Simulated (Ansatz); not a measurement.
Runs of Ansatz 0.2.0 on ScSi2. It takes space group P6/mmm (No. 191, hexagonal). The conventional cell has a = 3.660 Å, b = 3.660 Å, c = 3.870 Å, α = 90.00°, β = 90.00°, γ = 120.00°. Sc (site symmetry 6/mmm) is surrounded by 12 Si at 2.87 Å. Si (site symmetry -6m2) is surrounded by 3 Si at 2.11 Å. 

```csv
level,U,cell,hubbard projectors,double counting,target pressure (GPa),gap on the mesh (eV),pressure (GPa),relaxed volume (Å³/atom)
r2SCAN,-,relaxed,-,-,-,none,0.0,(b)
r2SCAN+U,Sc d U = 8 eV,relaxed,ortho-atomic (the default),fll (the default),-,none,0.0,19.14
r2SCAN+U,Sc d U = 5 eV,relaxed,ortho-atomic (the default),fll (the default),-,none,0.0,18.08
r2SCAN,-,relaxed to 30 GPa,-,-,30,none,30.0,-
r2SCAN+U,Sc d U = 3 eV,relaxed,ortho-atomic (the default),fll (the default),-,none,0.0,(a)
r2SCAN+U,Sc d U = 4 eV,relaxed,ortho-atomic (the default),fll (the default),-,none,0.0,17.81
r2SCAN,-,relaxed to 20 GPa,-,-,20,none,20.0,-
r2SCAN+U,Sc d U = 6 eV,relaxed,ortho-atomic (the default),fll (the default),-,none,0.0,18.40
```

Alike in all rows: task relaxation of cell and atoms; potentials or basis Ansatz PAW; no spin polarisation; k mesh 8 × 8 × 7; cutoff (eV) 500; smearing fermi-dirac 0.05 eV.

**Question.** Estimate the missing entries.

**Answer.** (a) 17.53; (b) 16.80.

Caveats: the plane-wave basis is chosen anew once the cell has moved, so the energies of steps on either side of that aren't comparable; the PAW data sets come from PBE, with cores solved anew for the run's functional, which leaves a small shift of forces and pressure; the electronic state changed during the relaxation (some runs); the volume moved by over 15 % at a fixed basis, so the end points are rough (some runs); U without spin polarisation on a metal has little footing (some runs); the U is typed as a test and isn't derived for this compound (some runs).

A gap of «none» marks a metal or a gap under the smearing width.
